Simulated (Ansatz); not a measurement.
# Molecular dynamics of Li

Input file:

```yaml
accuracy: low
crystal:
  lattice:
    - [7.205315, 0.0, 0.0]
    - [0.0, 7.205315, 0.0]
    - [0.0, 0.0, 7.205315]
  atoms:
    - { symbol: Li, position: [0.0, 0.0, 0.0] }
    - { symbol: Li, position: [0.5, 0.0, 0.0] }
    - { symbol: Li, position: [0.0, 0.5, 0.0] }
    - { symbol: Li, position: [0.0, 0.0, 0.5] }
    - { symbol: Li, position: [0.25, 0.25, 0.25] }
    - { symbol: Li, position: [0.5, 0.5, 0.0] }
    - { symbol: Li, position: [0.5, 0.0, 0.5] }
    - { symbol: Li, position: [0.75, 0.25, 0.25] }
    - { symbol: Li, position: [0.0, 0.5, 0.5] }
    - { symbol: Li, position: [0.25, 0.75, 0.25] }
    - { symbol: Li, position: [0.25, 0.25, 0.75] }
    - { symbol: Li, position: [0.5, 0.5, 0.5] }
    - { symbol: Li, position: [0.75, 0.75, 0.25] }
    - { symbol: Li, position: [0.75, 0.25, 0.75] }
    - { symbol: Li, position: [0.25, 0.75, 0.75] }
    - { symbol: Li, position: [0.75, 0.75, 0.75] }
basis:
  ecutwfc: 420.0
kpoints:
  mp_grid: { grid: [2, 2, 2] }
hamiltonian:
  xc: pbe
scf:
  occupations: { method: fermi_dirac, width: 0.1 }
  lower_state_search: "off"
md:
  timestep: 1
  n_steps: 230
  ensemble: nve
  temperature: 1800.0
  initial_velocities: maxwell_boltzmann
  seed: 867514
```

Command:

```bash
$ ansatz run input.yaml --threads 1 --pin off --max-ram 3072MiB --backend cpu --events-out ev --progress --plain --runs-dir out
```

It starts from a structure without forces on its atoms.

Output, in part (step lines):

```
md step     0: t =     0.00 fs  T =  1800.0 K  F+E_penalty+E_count = -3274.54056751 eV  E_kin = 3.490020 eV  conserved = -3271.05054754 eV  (6 SCF iters)
md step     1: t =     1.00 fs  T =  1797.3 K  F+E_penalty+E_count = -3274.53541760 eV  E_kin = 3.484854 eV  conserved = -3271.05056316 eV  (7 SCF iters)
md step     2: t =     2.00 fs  T =  1789.3 K  F+E_penalty+E_count = -3274.51985393 eV  E_kin = 3.469277 eV  conserved = -3271.05057743 eV  (7 SCF iters)
md step     3: t =     3.00 fs  T =  1775.8 K  F+E_penalty+E_count = -3274.49373405 eV  E_kin = 3.443146 eV  conserved = -3271.05058819 eV  (6 SCF iters)
md step     4: t =     4.00 fs  T =  1756.9 K  F+E_penalty+E_count = -3274.45695871 eV  E_kin = 3.406363 eV  conserved = -3271.05059572 eV  (6 SCF iters)
md step     5: t =     5.00 fs  T =  1732.4 K  F+E_penalty+E_count = -3274.40948065 eV  E_kin = 3.358879 eV  conserved = -3271.05060182 eV  (4 SCF iters)
md step     6: t =     6.00 fs  T =  1702.4 K  F+E_penalty+E_count = -3274.35131557 eV  E_kin = 3.300710 eV  conserved = -3271.05060517 eV  (3 SCF iters)
md step     7: t =     7.00 fs  T =  1666.9 K  F+E_penalty+E_count = -3274.28255521 eV  E_kin = 3.231953 eV  conserved = -3271.05060267 eV  (3 SCF iters)
[... lines left out ...]
md step   228: t =   228.00 fs  T =  1017.9 K  F+E_penalty+E_count = -3273.02362408 eV  E_kin = 1.973598 eV  conserved = -3271.05002566 eV  (2 SCF iters)
md step   229: t =   229.00 fs  T =  1024.3 K  F+E_penalty+E_count = -3273.03604055 eV  E_kin = 1.985999 eV  conserved = -3271.05004188 eV  (2 SCF iters)
md step   230: t =   230.00 fs  T =  1029.5 K  F+E_penalty+E_count = -3273.04616945 eV  E_kin = 1.996114 eV  conserved = -3271.05005593 eV  (6 SCF iters)
```

The steps, from the saved trajectory:

```json
{"time (fs)": "0.0", "T (K)": "1800", "potential energy less start (eV)": "0.000", "conserved less start (meV/atom)": "0.00"}
{"time (fs)": "7.0", "T (K)": "1667", "potential energy less start (eV)": "0.258", "conserved less start (meV/atom)": "0.00"}
{"time (fs)": "14.0", "T (K)": "1282", "potential energy less start (eV)": "1.005", "conserved less start (meV/atom)": "0.01"}
{"time (fs)": "21.0", "T (K)": "777", "potential energy less start (eV)": "1.984", "conserved less start (meV/atom)": "0.06"}
{"time (fs)": "28.0", "T (K)": "432", "potential energy less start (eV)": "2.654", "conserved less start (meV/atom)": "0.09"}
{"time (fs)": "35.0", "T (K)": "427", "potential energy less start (eV)": "2.663", "conserved less start (meV/atom)": "0.07"}
{"time (fs)": "42.0", "T (K)": "633", "potential energy less start (eV)": "2.262", "conserved less start (meV/atom)": "0.03"}
{"time (fs)": "49.0", "T (K)": "822", "potential energy less start (eV)": "1.896", "conserved less start (meV/atom)": "0.02"}
{"time (fs)": "56.0", "T (K)": "913", "potential energy less start (eV)": "1.720", "conserved less start (meV/atom)": "0.03"}
{"time (fs)": "63.0", "T (K)": "942", "potential energy less start (eV)": "1.663", "conserved less start (meV/atom)": "0.04"}
{"time (fs)": "70.0", "T (K)": "947", "potential energy less start (eV)": "1.655", "conserved less start (meV/atom)": "0.04"}
{"time (fs)": "77.0", "T (K)": "928", "potential energy less start (eV)": "1.692", "conserved less start (meV/atom)": "0.04"}
{"time (fs)": "84.0", "T (K)": "873", "potential energy less start (eV)": "1.798", "conserved less start (meV/atom)": "0.04"}
{"time (fs)": "91.0", "T (K)": "780", "potential energy less start (eV)": "1.978", "conserved less start (meV/atom)": "0.04"}
{"time (fs)": "98.0", "T (K)": "675", "potential energy less start (eV)": "2.183", "conserved less start (meV/atom)": "0.05"}
{"time (fs)": "105.0", "T (K)": "604", "potential energy less start (eV)": "2.320", "conserved less start (meV/atom)": "0.06"}
{"time (fs)": "112.0", "T (K)": "624", "potential energy less start (eV)": "2.281", "conserved less start (meV/atom)": "0.06"}
{"time (fs)": "119.0", "T (K)": "743", "potential energy less start (eV)": "2.051", "conserved less start (meV/atom)": "0.04"}
{"time (fs)": "126.0", "T (K)": "879", "potential energy less start (eV)": "1.786", "conserved less start (meV/atom)": "0.03"}
{"time (fs)": "133.0", "T (K)": "938", "potential energy less start (eV)": "1.673", "conserved less start (meV/atom)": "0.02"}
{"time (fs)": "140.0", "T (K)": "902", "potential energy less start (eV)": "1.742", "conserved less start (meV/atom)": "0.04"}
{"time (fs)": "147.0", "T (K)": "842", "potential energy less start (eV)": "1.858", "conserved less start (meV/atom)": "0.05"}
{"time (fs)": "154.0", "T (K)": "824", "potential energy less start (eV)": "1.893", "conserved less start (meV/atom)": "0.04"}
{"time (fs)": "161.0", "T (K)": "820", "potential energy less start (eV)": "1.901", "conserved less start (meV/atom)": "0.03"}
{"time (fs)": "168.0", "T (K)": "774", "potential energy less start (eV)": "1.989", "conserved less start (meV/atom)": "0.04"}
{"time (fs)": "175.0", "T (K)": "693", "potential energy less start (eV)": "2.147", "conserved less start (meV/atom)": "0.05"}
{"time (fs)": "182.0", "T (K)": "622", "potential energy less start (eV)": "2.284", "conserved less start (meV/atom)": "0.05"}
{"time (fs)": "189.0", "T (K)": "604", "potential energy less start (eV)": "2.320", "conserved less start (meV/atom)": "0.05"}
{"time (fs)": "196.0", "T (K)": "647", "potential energy less start (eV)": "2.237", "conserved less start (meV/atom)": "0.05"}
{"time (fs)": "203.0", "T (K)": "727", "potential energy less start (eV)": "2.081", "conserved less start (meV/atom)": "0.04"}
{"time (fs)": "210.0", "T (K)": "815", "potential energy less start (eV)": "1.910", "conserved less start (meV/atom)": "0.04"}
{"time (fs)": "217.0", "T (K)": "902", "potential energy less start (eV)": "1.742", "conserved less start (meV/atom)": "0.04"}
{"time (fs)": "224.0", "T (K)": "983", "potential energy less start (eV)": "1.585", "conserved less start (meV/atom)": "0.04"}
```

All steps were run. The conserved energy stayed within 0.09 meV per atom of its start (net change 0.031 meV per atom), so the integration is sound. The temperature averaged 0.44 of the 1800 K drawn at the start: a run that starts near a minimum puts about half its kinetic energy into the potential. A run of 0.23 ps of so small a system gives no equilibrium averages. Limits of this set-up: coarse k mesh, low accuracy level.

Mean squared displacements from the first frame to the last, about the centre of mass: Li 0.40 Å².

Last frame:

```xyz
16
Lattice="7.2053 0.0000 0.0000 0.0000 7.2053 0.0000 0.0000 0.0000 7.2053" Properties=species:S:1:pos:R:3
Li -0.722 0.788 -0.026
Li 3.640 0.060 0.111
Li 0.316 3.393 -0.023
Li 0.056 0.239 3.330
Li 2.630 1.322 2.015
Li 3.362 3.296 -0.111
Li 4.267 -0.679 4.017
Li 5.173 2.162 1.575
Li -0.091 3.930 3.268
Li 1.905 5.189 1.393
Li 1.928 1.743 5.476
Li 3.340 3.651 3.701
Li 5.374 5.515 1.688
Li 4.903 1.968 4.771
Li 1.931 5.561 5.624
Li 5.220 5.093 6.421
```

Run time: 11 min on 1 thread of Arm Neoverse V2, on a shared host, peak memory 0.52 GiB.
